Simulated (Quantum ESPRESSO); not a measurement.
## F2CClH: real-space fields with PBE

The system is F2CClH, in a box.

```xyz
5
Lattice="12.0000 0.0000 0.0000 0.0000 11.0000 0.0000 0.0000 0.0000 11.0000" Properties=species:S:1:pos:R:3 pbc="T T T"
F     6.3853    4.8219    6.5336
C     6.4558    5.4136    5.3396
F     7.1906    4.6441    4.5344
Cl    4.8354    5.5989    4.6705
H     6.9150    6.3979    5.4371
```

```
Program                    : Quantum ESPRESSO 7.5
Task                       : real-space fields
Functional                 : PBE
Potentials or basis        : PseudoDojo 0.4.1 SR PBE standard
Cutoff                     : 1143 eV
Density cutoff             : 4572 eV
k mesh                     : 1 × 1 × 1
Occupations                : fermi-dirac, width 0.05 eV
Spin                       : no spin polarisation
Boundary across the vacuum : none
Mixing beta                : 0.5
Most SCF iterations        : 120
SCF threshold              : 1e-09 Ry
```

```
Largest force                   : 0.832 eV/Å
Gap between the frontier levels : 7.12 eV
Dipole moment                   : 1.34 D
```

Forces on the atoms (eV/Å):
```
F   -0.039 -0.343  0.751
C   -0.062  0.488 -0.062
F    0.471 -0.458 -0.511
Cl  -0.474  0.075 -0.198
H    0.104  0.238  0.020
```

Levels at points of the mesh, in eV from the valence-band top:
```csv
k point,band 9,band 10,band 11,band 12,band 13,band 14,band 15,band 16,band 17,band 18
"(0.00, 0.00, 0.00)",-2.68,-2.19,-1.02,-0.02,0.00,7.12,7.55,8.47,8.56,8.65
```

Run time: 42 s on 1 thread of Arm Neoverse V2, with other jobs on the host, peak memory 0.72 GiB.

Caveat: this is a molecule in a periodic box, so the gap is that between its Kohn-Sham HOMO and LUMO and the box isn't a crystal. As with any semilocal functional, this PBE gap is likely too small.
